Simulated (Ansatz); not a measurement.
# CH7AlGaNO: the cost of one run

Program: Ansatz 0.2.0, Gaussian basis. Level of theory: RKS PBE0-D4/def2-TZVP. These are calculated values, not measurements.

Plan: relaxation at PBE0-D4/def2-TZVP; harmonic vibrations at the same level; a single point in def2-TZVPP for the fields.

## Step 1: Starting geometry

SMILES `N[CH2][Al]([OH])[GaH2]`, 12 atoms, charge 0, spin multiplicity 1.

Atoms are counted from 1 here; the program's logs count them from 0.

Bond lengths: N1–C2 1.466 Å, N1–H6 1.020 Å, N1–H7 1.022 Å, C2–Al3 2.055 Å, C2–H8 1.097 Å, C2–H9 1.098 Å, Al3–O4 1.644 Å, Al3–Ga5 2.520 Å, O4–H10 0.950 Å, Ga5–H11 1.653 Å, Ga5–H12 1.642 Å. Angles: C2–N1–H6 112.2°, C2–N1–H7 112.4°, H6–N1–H7 109.4°, N1–C2–Al3 105.3°, N1–C2–H8 107.0°, N1–C2–H9 107.1°, Al3–C2–H8 114.4°, Al3–C2–H9 116.9°, H8–C2–H9 105.6°, C2–Al3–O4 133.2°, C2–Al3–Ga5 102.8°, O4–Al3–Ga5 123.9°, Al3–O4–H10 177.1°, Al3–Ga5–H11 126.4°, Al3–Ga5–H12 130.2°, H11–Ga5–H12 102.8°.

As a file:

```xyz
12
CH7AlGaNO
N    -0.7496   -0.8541    1.4013
C     0.2614    0.1958    1.5610
Al    0.7977    0.7288   -0.3494
O     1.8524    1.8355   -0.9549
Ga   -0.7333   -0.6787   -1.7731
H    -1.5872   -0.5132    0.9306
H    -0.3887   -1.6698    0.9024
H    -0.2026    1.0017    2.1426
H     1.0528   -0.2132    2.2026
H     2.4816    2.4783   -1.2605
H    -2.3860   -0.6750   -1.7379
H    -0.3987   -1.6362   -3.0648
```

The start is a GFN2-xTB geometry.

## Step 2: Geometry optimisation, PBE0-D4/def2-TZVP

in.yaml

```yaml
crystal:
  periodic: [false, false, false]
  atoms:
    - {symbol: N, position_ang: [-0.749550, -0.854080, 1.401330]}
    - {symbol: C, position_ang: [0.261410, 0.195770, 1.561010]}
    - {symbol: Al, position_ang: [0.797710, 0.728830, -0.349380]}
    - {symbol: O, position_ang: [1.852410, 1.835500, -0.954870]}
    - {symbol: Ga, position_ang: [-0.733270, -0.678660, -1.773120]}
    - {symbol: H, position_ang: [-1.587170, -0.513190, 0.930590]}
    - {symbol: H, position_ang: [-0.388710, -1.669800, 0.902390]}
    - {symbol: H, position_ang: [-0.202610, 1.001680, 2.142610]}
    - {symbol: H, position_ang: [1.052770, -0.213240, 2.202570]}
    - {symbol: H, position_ang: [2.481610, 2.478300, -1.260510]}
    - {symbol: H, position_ang: [-2.385970, -0.674960, -1.737860]}
    - {symbol: H, position_ang: [-0.398650, -1.636160, -3.064750]}
basis:
  gaussian: {orbitals: def2-TZVP}
hamiltonian: {xc: pbe0, dispersion: d4}
relax: {f_tol: 0.005, max_steps: 150}
```

The run is started by

```bash
> ansatz run in.yaml --threads 4 --pin off --events-out ev --progress --plain --max-ram 10444MiB
```

**Question.** How long does this run take on 4 threads of AMD EPYC 7B13, shared host, and how much memory does it need?

About 100 s, with a peak of 0.72 GiB.
